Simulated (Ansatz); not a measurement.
# Cu+ with SiH₃F: interaction against distance, part 3 of 3

Ansatz 0.2.0, Gaussian basis.

**12. B moved by +0.99 Å, wB97M-V/def2-TZVPPD**

ab/in.yaml

```yaml
crystal:
  periodic: [false, false, false]
  atoms:
    - {symbol: Cu, position_ang: [0.091147, 0.038190, -2.942206]}
    - {symbol: Si, position_ang: [-0.052804, -0.020530, 1.703419]}
    - {symbol: F, position_ang: [0.000364, -0.022157, 0.014712]}
    - {symbol: H, position_ang: [0.699640, -1.229990, 2.076442]}
    - {symbol: H, position_ang: [-1.492837, -0.075936, 2.006047]}
    - {symbol: H, position_ang: [0.601928, 1.246446, 2.070421]}
basis:
  gaussian: {orbitals: "def2-TZVPPD.json"}
total_charge: 1
hamiltonian: {xc: {name: wB97M-V}}
```

a/in.yaml

```yaml
crystal:
  periodic: [false, false, false]
  atoms:
    - {symbol: Cu, position_ang: [0.091147, 0.038190, -2.942206]}
basis:
  gaussian:
    orbitals: "def2-TZVPPD.json"
    ghost_atoms:
      - {symbol: Si, position_ang: [-0.052804, -0.020530, 1.703419]}
      - {symbol: F, position_ang: [0.000364, -0.022157, 0.014712]}
      - {symbol: H, position_ang: [0.699640, -1.229990, 2.076442]}
      - {symbol: H, position_ang: [-1.492837, -0.075936, 2.006047]}
      - {symbol: H, position_ang: [0.601928, 1.246446, 2.070421]}
total_charge: 1
hamiltonian: {xc: {name: wB97M-V}}
```

b/in.yaml

```yaml
crystal:
  periodic: [false, false, false]
  atoms:
    - {symbol: Si, position_ang: [-0.052804, -0.020530, 1.703419]}
    - {symbol: F, position_ang: [0.000364, -0.022157, 0.014712]}
    - {symbol: H, position_ang: [0.699640, -1.229990, 2.076442]}
    - {symbol: H, position_ang: [-1.492837, -0.075936, 2.006047]}
    - {symbol: H, position_ang: [0.601928, 1.246446, 2.070421]}
basis:
  gaussian:
    orbitals: "def2-TZVPPD.json"
    ghost_atoms:
      - {symbol: Cu, position_ang: [0.091147, 0.038190, -2.942206]}
hamiltonian: {xc: {name: wB97M-V}}
```

One command serves all of them, each in its own folder.

The run is started by

```console
$ ansatz run in.yaml --threads 4 --pin off --events-out ev --progress --plain --max-ram 9574MiB
```

Output in ab (excerpt; [...] marks lines left out):

```text
Functional definition: wB97M-V
  name "wB97M-V"
  cite "Mardirossian & Head-Gordon, J. Chem. Phys. 144, 214110 (2016) doi:10.1063/1.4952647"
  cite "Becke, J. Chem. Phys. 107, 8554 (1997) doi:10.1063/1.475007"
  cite "Vydrov & Van Voorhis, J. Chem. Phys. 133, 244103 (2010) doi:10.1063/1.3521275"
  # Of w^i u^j: cxij and so on, Table III.
[...]
  gx(w, u) = 1 - cx + cx01*u + cx10*w
[...]
      + integral(e_c_pw_mod_opposite_spin*gos(b97_w_opposite, b97_u_opposite)) + vv10(b, c)
1237 factors; their error is unknown
275 factors; integrals over basis functions are off by at most 3.2e-5 eV
[...]
mean field -55275.22689917 eV, -2031.3271216501 hartree, gradient 6.1e-5 eV, S^2 0.000000; 0 other end points of the search recorded, 0 dependent functions left out
reference -55275.22696169 eV, -2031.3271239476 hartree; 27, 27 occupied and 179, 179 virtual orbitals, 1237 factors
Total energy: -55275.22696169 eV, -2031.3271239476 hartree
```

Output in a (excerpt; [...] marks lines left out):

```text
[... 5 set-up lines as earlier in the session ...]
  # Of w^i u^j: cxij and so on, Table III.
[...]
  gx(w, u) = 1 - cx + cx01*u + cx10*w
[...]
      + integral(e_c_pw_mod_opposite_spin*gos(b97_w_opposite, b97_u_opposite)) + vv10(b, c)
1203 factors; their error is unknown
265 factors; integrals over basis functions are off by at most 3.8e-5 eV
[...]
mean field -44629.92927553 eV, -1640.1196496232 hartree, gradient 6.3e-5 eV, S^2 0.000000; 0 other end points of the search recorded, 0 dependent functions left out
reference -44629.92931512 eV, -1640.1196510779 hartree; 14, 14 occupied and 192, 192 virtual orbitals, 1203 factors
Total energy: -44629.92931512 eV, -1640.1196510779 hartree
```

b printed (excerpt; [...] marks lines left out):

```text
[... 5 set-up lines as earlier in the session ...]
  # Of w^i u^j: cxij and so on, Table III.
[...]
  gx(w, u) = 1 - cx + cx01*u + cx10*w
[...]
      + integral(e_c_pw_mod_opposite_spin*gos(b97_w_opposite, b97_u_opposite)) + vv10(b, c)
1116 factors; their error is unknown
251 factors; integrals over basis functions are off by at most 1.1e-4 eV
[...]
mean field -10644.62202307 eV, -391.1826441640 hartree, gradient 2.2e-5 eV, S^2 0.000000; 0 other end points of the search recorded, 0 dependent functions left out
reference -10644.62207200 eV, -391.1826459618 hartree; 13, 13 occupied and 193, 193 virtual orbitals, 1116 factors
Total energy: -10644.62207200 eV, -391.1826459618 hartree
```

Wall times: 9.5 s (ab), 16 s (a), 7 s (b) on 4 threads of AMD EPYC 7R43, shared host; peak memory 0.52 GiB.

Interaction: -676 meV.

**13. B moved by +0.99 Å, CCSD(T)/def2-TZVPPD**

ab/in.yaml: that of step 12 with these lines changed.

```diff
@@ -12,2 +12,2 @@
 total_charge: 1
-hamiltonian: {xc: {name: wB97M-V}}
+correlation: {method: ccsd_t, frozen_orbitals: {Cu: 9, F: 1, H: 0, Si: 5}}
```

a/in.yaml: that of step 12 with these lines changed.

```diff
@@ -14,2 +14,2 @@
 total_charge: 1
-hamiltonian: {xc: {name: wB97M-V}}
+correlation: {method: ccsd_t, frozen_orbitals: {Cu: 9, F: 1, H: 0, Si: 5}}
```

b/in.yaml: that of step 12 with these lines changed.

```diff
@@ -13,2 +13,2 @@
       - {symbol: Cu, position_ang: [0.091147, 0.038190, -2.942206]}
-hamiltonian: {xc: {name: wB97M-V}}
+correlation: {method: ccsd_t}
```

Each run has its own folder and the same command.

The run is started by

```console
$ ansatz run in.yaml --threads 4 --pin off --events-out ev --progress --plain --max-ram 9574MiB
```

Log of ab (excerpt; [...] marks lines left out):

```text
[... 4 set-up lines as earlier in the session ...]
[...]
1266 factors; integrals over basis functions are off by at most 1.2e-3 eV
[...]
mean field -55210.16243671 eV, -2028.9360467567 hartree, gradient 3.2e-6 eV, S^2 0.000000; 0 other end points of the search recorded, 0 dependent functions left out
15 core orbitals not correlated: weight in the atoms' cores, before any rotation towards them, 1.000 or more for the frozen orbitals, at most 0.000 for the correlated occupied ones
reference -55210.16243671 eV, -2028.9360467567 hartree; 12, 12 occupied and 179, 179 virtual orbitals, 1266 factors
second order -22.77490119 eV of doubles, -0.00000000 eV of singles
cycle   1  -20.93062057 eV  change     1.8e0 eV  update   1.3e-1
[...]
cycle  12  -21.80019838 eV  change    1.6e-5 eV  update   1.3e-5
perturbative correction -0.65364008 eV, -0.0240208298 hartree
Total energy: -55232.61627516 eV, -2029.7612101002 hartree
```

Output in a (excerpt; [...] marks lines left out):

```text
[... 4 set-up lines as earlier in the session ...]
[...]
1260 factors; integrals over basis functions are off by at most 1.2e-3 eV
[...]
mean field -44590.93682122 eV, -1638.6867033572 hartree, gradient 2.6e-6 eV, S^2 0.000000; 0 other end points of the search recorded, 0 dependent functions left out
9 core orbitals not correlated: weight in the atoms' cores, before any rotation towards them, 1.000 or more for the frozen orbitals, at most 0.000 for the correlated occupied ones
reference -44590.93682122 eV, -1638.6867033572 hartree; 5, 5 occupied and 192, 192 virtual orbitals, 1260 factors
second order -12.23913748 eV of doubles, -0.00000000 eV of singles
cycle   1  -10.15377096 eV  change     2.1e0 eV  update   1.1e-1
[...]
cycle  10  -10.68176148 eV  change   -5.0e-6 eV  update   5.5e-6
perturbative correction -0.35241043 eV, -0.0129508444 hartree
Total energy: -44601.97099312 eV, -1639.0922016955 hartree
```

Log of b (excerpt; [...] marks lines left out):

```text
[... 4 set-up lines as earlier in the session ...]
[...]
1244 factors; integrals over basis functions are off by at most 1.2e-3 eV
[...]
mean field -10618.55223112 eV, -390.2245969806 hartree, gradient 9.2e-7 eV, S^2 0.000000; 0 other end points of the search recorded, 0 dependent functions left out
6 core orbitals not correlated: weight in the atoms' cores, before any rotation towards them, 1.000 or more for the frozen orbitals, at most 0.000 for the correlated occupied ones
reference -10618.55223112 eV, -390.2245969806 hartree; 7, 7 occupied and 193, 193 virtual orbitals, 1244 factors
second order -10.55695144 eV of doubles, -0.00000000 eV of singles
cycle   1  -10.78639626 eV  change   -2.3e-1 eV  update   7.6e-2
[...]
cycle   9  -11.13189987 eV  change   -2.4e-6 eV  update   8.6e-6
perturbative correction -0.30494358 eV, -0.0112064697 hartree
Total energy: -10629.98907457 eV, -390.6448932251 hartree
```

Times: 62 s (ab), 26 s (a), 25 s (b) on 4 threads of AMD EPYC 7R43, shared host; peak memory 2.6 GiB.

This point gives -656 meV.

**14. B moved by +1.97 Å, wB97M-V/def2-TZVPPD**

ab/in.yaml

```yaml
crystal:
  periodic: [false, false, false]
  atoms:
    - {symbol: Cu, position_ang: [0.091147, 0.038190, -2.942206]}
    - {symbol: Si, position_ang: [-0.083337, -0.033325, 2.689186]}
    - {symbol: F, position_ang: [-0.030168, -0.034952, 1.000479]}
    - {symbol: H, position_ang: [0.669107, -1.242785, 3.062209]}
    - {symbol: H, position_ang: [-1.523370, -0.088731, 2.991814]}
    - {symbol: H, position_ang: [0.571395, 1.233651, 3.056188]}
basis:
  gaussian: {orbitals: "def2-TZVPPD.json"}
total_charge: 1
hamiltonian: {xc: {name: wB97M-V}}
```

a/in.yaml

```yaml
crystal:
  periodic: [false, false, false]
  atoms:
    - {symbol: Cu, position_ang: [0.091147, 0.038190, -2.942206]}
basis:
  gaussian:
    orbitals: "def2-TZVPPD.json"
    ghost_atoms:
      - {symbol: Si, position_ang: [-0.083337, -0.033325, 2.689186]}
      - {symbol: F, position_ang: [-0.030168, -0.034952, 1.000479]}
      - {symbol: H, position_ang: [0.669107, -1.242785, 3.062209]}
      - {symbol: H, position_ang: [-1.523370, -0.088731, 2.991814]}
      - {symbol: H, position_ang: [0.571395, 1.233651, 3.056188]}
total_charge: 1
hamiltonian: {xc: {name: wB97M-V}}
```

b/in.yaml

```yaml
crystal:
  periodic: [false, false, false]
  atoms:
    - {symbol: Si, position_ang: [-0.083337, -0.033325, 2.689186]}
    - {symbol: F, position_ang: [-0.030168, -0.034952, 1.000479]}
    - {symbol: H, position_ang: [0.669107, -1.242785, 3.062209]}
    - {symbol: H, position_ang: [-1.523370, -0.088731, 2.991814]}
    - {symbol: H, position_ang: [0.571395, 1.233651, 3.056188]}
basis:
  gaussian:
    orbitals: "def2-TZVPPD.json"
    ghost_atoms:
      - {symbol: Cu, position_ang: [0.091147, 0.038190, -2.942206]}
hamiltonian: {xc: {name: wB97M-V}}
```

Each run has its own folder and the same command.

The run is started by

```console
$ ansatz run in.yaml --threads 4 --pin off --events-out ev --progress --plain --max-ram 9574MiB
```

Log of ab (excerpt; [...] marks lines left out):

```text
[... 5 set-up lines as earlier in the session ...]
  # Of w^i u^j: cxij and so on, Table III.
[...]
  gx(w, u) = 1 - cx + cx01*u + cx10*w
[...]
      + integral(e_c_pw_mod_opposite_spin*gos(b97_w_opposite, b97_u_opposite)) + vv10(b, c)
1237 factors; their error is unknown
275 factors; integrals over basis functions are off by at most 5.9e-5 eV
[...]
mean field -55274.90145418 eV, -2031.3151617672 hartree, gradient 3.7e-5 eV, S^2 0.000000; 0 other end points of the search recorded, 0 dependent functions left out
reference -55274.90152170 eV, -2031.3151642487 hartree; 27, 27 occupied and 179, 179 virtual orbitals, 1237 factors
Total energy: -55274.90152170 eV, -2031.3151642487 hartree
```

Output in a (excerpt; [...] marks lines left out):

```text
[... 5 set-up lines as earlier in the session ...]
  # Of w^i u^j: cxij and so on, Table III.
[...]
  gx(w, u) = 1 - cx + cx01*u + cx10*w
[...]
      + integral(e_c_pw_mod_opposite_spin*gos(b97_w_opposite, b97_u_opposite)) + vv10(b, c)
1203 factors; their error is unknown
265 factors; integrals over basis functions are off by at most 6.2e-5 eV
[...]
mean field -44629.92617590 eV, -1640.1195357138 hartree, gradient 7.3e-5 eV, S^2 0.000000; 0 other end points of the search recorded, 0 dependent functions left out
reference -44629.92621505 eV, -1640.1195371528 hartree; 14, 14 occupied and 192, 192 virtual orbitals, 1203 factors
Total energy: -44629.92621505 eV, -1640.1195371528 hartree
```

b printed (excerpt; [...] marks lines left out):

```text
[... 5 set-up lines as earlier in the session ...]
  # Of w^i u^j: cxij and so on, Table III.
[...]
  gx(w, u) = 1 - cx + cx01*u + cx10*w
[...]
      + integral(e_c_pw_mod_opposite_spin*gos(b97_w_opposite, b97_u_opposite)) + vv10(b, c)
1116 factors; their error is unknown
251 factors; integrals over basis functions are off by at most 1.1e-4 eV
[...]
mean field -10644.62147496 eV, -391.1826240213 hartree, gradient 2.3e-5 eV, S^2 0.000000; 0 other end points of the search recorded, 0 dependent functions left out
reference -10644.62152408 eV, -391.1826258263 hartree; 13, 13 occupied and 193, 193 virtual orbitals, 1116 factors
Total energy: -10644.62152408 eV, -391.1826258263 hartree
```

Wall times: 9.5 s (ab), 6 s (a), 7 s (b) on 4 threads of AMD EPYC 7R43, shared host.

Interaction: -354 meV.

**15. B moved by +1.97 Å, CCSD(T)/def2-TZVPPD**

ab/in.yaml: that of step 14 with these lines changed.

```diff
@@ -12,2 +12,2 @@
 total_charge: 1
-hamiltonian: {xc: {name: wB97M-V}}
+correlation: {method: ccsd_t, frozen_orbitals: {Cu: 9, F: 1, H: 0, Si: 5}}
```

a/in.yaml: that of step 14 with these lines changed.

```diff
@@ -14,2 +14,2 @@
 total_charge: 1
-hamiltonian: {xc: {name: wB97M-V}}
+correlation: {method: ccsd_t, frozen_orbitals: {Cu: 9, F: 1, H: 0, Si: 5}}
```

b/in.yaml: that of step 14 with these lines changed.

```diff
@@ -13,2 +13,2 @@
       - {symbol: Cu, position_ang: [0.091147, 0.038190, -2.942206]}
-hamiltonian: {xc: {name: wB97M-V}}
+correlation: {method: ccsd_t}
```

One command serves all of them, each in its own folder.

The run is started by

```console
$ ansatz run in.yaml --threads 4 --pin off --events-out ev --progress --plain --max-ram 9574MiB
```

Log of ab (excerpt; [...] marks lines left out):

```text
[... 4 set-up lines as earlier in the session ...]
[...]
1262 factors; integrals over basis functions are off by at most 9.5e-4 eV
[...]
mean field -55209.86466188 eV, -2028.9251037339 hartree, gradient 3.1e-6 eV, S^2 0.000000; 0 other end points of the search recorded, 0 dependent functions left out
15 core orbitals not correlated: weight in the atoms' cores, before any rotation towards them, 1.000 or more for the frozen orbitals, at most 0.000 for the correlated occupied ones
reference -55209.86466188 eV, -2028.9251037339 hartree; 12, 12 occupied and 179, 179 virtual orbitals, 1262 factors
second order -22.76152304 eV of doubles, -0.00000000 eV of singles
cycle   1  -20.91836703 eV  change     1.8e0 eV  update   1.3e-1
[...]
cycle  12  -21.78486638 eV  change    1.9e-5 eV  update   9.4e-6
perturbative correction -0.65012918 eV, -0.0238918067 hartree
Total energy: -55232.29965744 eV, -2029.7495746136 hartree
```

a printed (excerpt; [...] marks lines left out):

```text
[... 4 set-up lines as earlier in the session ...]
[...]
1256 factors; integrals over basis functions are off by at most 9.5e-4 eV
[...]
mean field -44590.93374097 eV, -1638.6865901602 hartree, gradient 2.3e-6 eV, S^2 0.000000; 0 other end points of the search recorded, 0 dependent functions left out
9 core orbitals not correlated: weight in the atoms' cores, before any rotation towards them, 1.000 or more for the frozen orbitals, at most 0.000 for the correlated occupied ones
reference -44590.93374097 eV, -1638.6865901602 hartree; 5, 5 occupied and 192, 192 virtual orbitals, 1256 factors
second order -12.23327344 eV of doubles, -0.00000000 eV of singles
cycle   1  -10.14941435 eV  change     2.1e0 eV  update   1.1e-1
[...]
cycle   9  -10.67614549 eV  change    1.0e-5 eV  update   2.6e-6
perturbative correction -0.35051794 eV, -0.0128812966 hartree
Total energy: -44601.96040440 eV, -1639.0918125671 hartree
```

Log of b (excerpt; [...] marks lines left out):

```text
[... 4 set-up lines as earlier in the session ...]
[...]
1240 factors; integrals over basis functions are off by at most 9.6e-4 eV
[...]
mean field -10618.55186843 eV, -390.2245836518 hartree, gradient 9.3e-7 eV, S^2 0.000000; 0 other end points of the search recorded, 0 dependent functions left out
6 core orbitals not correlated: weight in the atoms' cores, before any rotation towards them, 1.000 or more for the frozen orbitals, at most 0.000 for the correlated occupied ones
reference -10618.55186843 eV, -390.2245836518 hartree; 7, 7 occupied and 193, 193 virtual orbitals, 1240 factors
second order -10.55430473 eV of doubles, -0.00000000 eV of singles
cycle   1  -10.78398870 eV  change   -2.3e-1 eV  update   7.6e-2
[...]
cycle   9  -11.12941941 eV  change   -2.6e-6 eV  update   8.6e-6
perturbative correction -0.30467832 eV, -0.0111967219 hartree
Total energy: -10629.98596617 eV, -390.6447789934 hartree
```

Times: 59 s (ab), 22 s (a), 25 s (b) on 4 threads of AMD EPYC 7R43, shared host; peak memory 2.6 GiB.

ab − a − b = -353 meV.

**16. The curves**

```csv
shift (Å),Cu1–F3 (Å),PBE-D4,r2SCAN-D4,PBE0-D4,B3LYP-D4,wB97M-V,Hartree-Fock,MP2,CCSD,CCSD(T)
-0.20,1.78,-1318,-1418,-1211,-1262,-1154,-759,-1057,-993,-1021
-0.10,1.87,-1442,-1527,-1350,-1404,-1308,-991,-1203,-1164,-1185
0.00,1.97,-1459,-1529,-1380,-1436,-1348,-1094,-1242,-1221,-1236
0.10,2.07,-1419,-1474,-1351,-1407,-1322,-1119,-1223,-1213,-1224
0.24,2.21,-1316,-1351,-1261,-1316,-1232,-1085,-1145,-1144,-1151
0.49,2.47,-1079,-1090,-1042,-1085,-1017,-943,-956,-962,-963
0.99,2.96,-704,-701,-694,-714,-676,-673,-652,-660,-656
1.97,3.95,-349,-349,-360,-360,-354,-379,-353,-358,-353
```

Energies in meV.

Miss and cost, level by level (times from a shared host):

| method | RMS deviation from CCSD(T) (meV) | mean time a point |
| --- | --- | --- |
| PBE-D4 | 189 | 7.7 s |
| r2SCAN-D4 | 245 | 11 s |
| PBE0-D4 | 123 | 8.1 s |
| B3LYP-D4 | 168 | 9 s |
| wB97M-V | 90 | 24 s |
| Hartree-Fock | 134 | part of the CCSD(T) run |
| MP2 | 15 | part of the CCSD(T) run |
| CCSD | 14 | part of the CCSD(T) run |
| CCSD(T) | 0 | 1.8 min |

The best functional, wB97M-V, misses by 90 meV and takes 24 s a point, against 1.8 min for CCSD(T).

**17. What came out**

This closing draws on all 3 parts.

```
                  quantity                                                                                                    value
    deepest point, CCSD(T)                                                                                     -1236 meV at +0.00 Å
   at the longest distance                                                                                      -353 meV at +1.97 Å
           at the shortest                                                                                     -1021 meV at -0.20 Å
RMS deviation from CCSD(T)  PBE-D4 189, r2SCAN-D4 245, PBE0-D4 123, B3LYP-D4 168, wB97M-V 90, Hartree-Fock 134, MP2 15, CCSD 14 meV
```

**Reading.** Of the points run, CCSD(T) in this basis is lowest at the PBE0-D4 geometry. At +1.97 Å, 29 % of the binding is left. CCSD follows best and r2SCAN-D4 worst.
